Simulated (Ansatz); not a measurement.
**C2H6Br2GaN: shape, modes and thermochemistry**

The task is to find a stationary geometry of C2H6Br2GaN, check the end point by its vibrations and derive ideal-gas thermochemistry, and look at its orbitals and charge.

Computed with Ansatz 0.2.0, Gaussian basis. Level: RKS PBE0-D4/def2-TZVP.

Levels to be run: relaxation at PBE0-D4/def2-TZVP; harmonic vibrations at the same level; a single point in def2-TZVPP for the fields.

## (1) Where the work starts

12 atoms, charge 0, spin multiplicity 1.

Atoms are counted from 1 here; the program's logs count them from 0.

Bond lengths: C1–N2 1.453 Å, C1–H7 1.095 Å, C1–H8 1.097 Å, C1–H9 1.094 Å, N2–C3 1.454 Å, N2–Ga4 1.856 Å, C3–H10 1.094 Å, C3–H11 1.097 Å, C3–H12 1.095 Å, Ga4–Br5 2.288 Å, Ga4–Br6 2.290 Å. Angles: N2–C1–H7 109.7°, N2–C1–H8 111.7°, N2–C1–H9 110.1°, H7–C1–H8 108.3°, H7–C1–H9 108.2°, H8–C1–H9 108.7°, C1–N2–C3 113.2°, C1–N2–Ga4 122.0°, C3–N2–Ga4 121.9°, N2–C3–H10 110.1°, N2–C3–H11 111.7°, N2–C3–H12 109.7°, H10–C3–H11 108.8°, H10–C3–H12 108.2°, H11–C3–H12 108.4°, N2–Ga4–Br5 119.4°, N2–Ga4–Br6 119.3°, Br5–Ga4–Br6 120.5°.

As a file:

```
C    -0.53947   -0.73517    1.13912
N     0.08001    0.07079    0.10021
C     1.27642   -0.53633   -0.45969
Ga   -0.84808    1.41050   -0.78843
Br    0.14720    2.49465   -2.54061
Br   -2.81009    2.19172    0.09660
H     0.13810   -0.81771    1.99547
H    -0.77208   -1.74714    0.78416
H    -1.46467   -0.26126    1.48027
H     1.66290    0.08041   -1.27685
H     1.07907   -1.54543   -0.84211
H     2.05070   -0.60503    0.31186
```

The start is a GFN2-xTB geometry.

## (2) Optimising with PBE0-D4/def2-TZVP

The input, in.yaml:

```yaml
crystal:
  periodic: [false, false, false]
  atoms:
    - {symbol: C, position_ang: [-0.539470, -0.735170, 1.139120]}
    - {symbol: N, position_ang: [0.080010, 0.070790, 0.100210]}
    - {symbol: C, position_ang: [1.276420, -0.536330, -0.459690]}
    - {symbol: Ga, position_ang: [-0.848080, 1.410500, -0.788430]}
    - {symbol: Br, position_ang: [0.147200, 2.494650, -2.540610]}
    - {symbol: Br, position_ang: [-2.810090, 2.191720, 0.096600]}
    - {symbol: H, position_ang: [0.138100, -0.817710, 1.995470]}
    - {symbol: H, position_ang: [-0.772080, -1.747140, 0.784160]}
    - {symbol: H, position_ang: [-1.464670, -0.261260, 1.480270]}
    - {symbol: H, position_ang: [1.662900, 0.080410, -1.276850]}
    - {symbol: H, position_ang: [1.079070, -1.545430, -0.842110]}
    - {symbol: H, position_ang: [2.050700, -0.605030, 0.311860]}
basis:
  gaussian: {orbitals: def2-TZVP}
hamiltonian: {xc: pbe0, dispersion: d4}
relax: {f_tol: 0.005, max_steps: 150}
```

The run is started by

```bash
$ ansatz run in.yaml --threads 2 --pin off --events-out ev --progress --plain --max-ram 22528MiB --backend cuda --devices 0, --max-vram 18GiB
```

After this run come: Force constants and modes; Fields at the relaxed geometry.

Q: Predict the results of all the runs planned. Wanted: point group; shift from the start; total energy; dispersion term; dipole moment; lowest, highest wavenumber; zero-point energy; HOMO, LUMO.

As calculated:

| quantity | value |
| --- | --- |
| point group | C2v |
| steps | 8 |
| shift from the start (rms) | 0.077 Å |
| total energy | -196110.3729 eV |
| dispersion term | -313 meV |
| dipole moment | 2.46 D |
| lowest, highest wavenumber | 69, 3125 cm⁻¹ |
| zero-point energy | 52.8 kcal/mol |
| entropy at 298.15 K | 419.4 J/(mol K) |
| HOMO, LUMO | -6.84, -1.21 eV |

In words: The relaxed geometry lies 0.08 Å (rms) from the start; the bond that changed most is N2–Ga4, from 1.856 to 1.800 Å. All wavenumbers are real, so the end point is a minimum. The stiffest mode, 3125 cm⁻¹, is a C–H stretch, and 5 modes under 200 cm⁻¹ make the vibrational entropy uncertain. Harmonic hybrid wavenumbers usually lie a few per cent above measured fundamentals. The largest Mulliken charge, +0.50 e, sits on Ga4. The HOMO lies mostly on N2 59 %; Ga4 7 % and the LUMO on Ga4 42 %; Br5, Br6 about 22 % each.
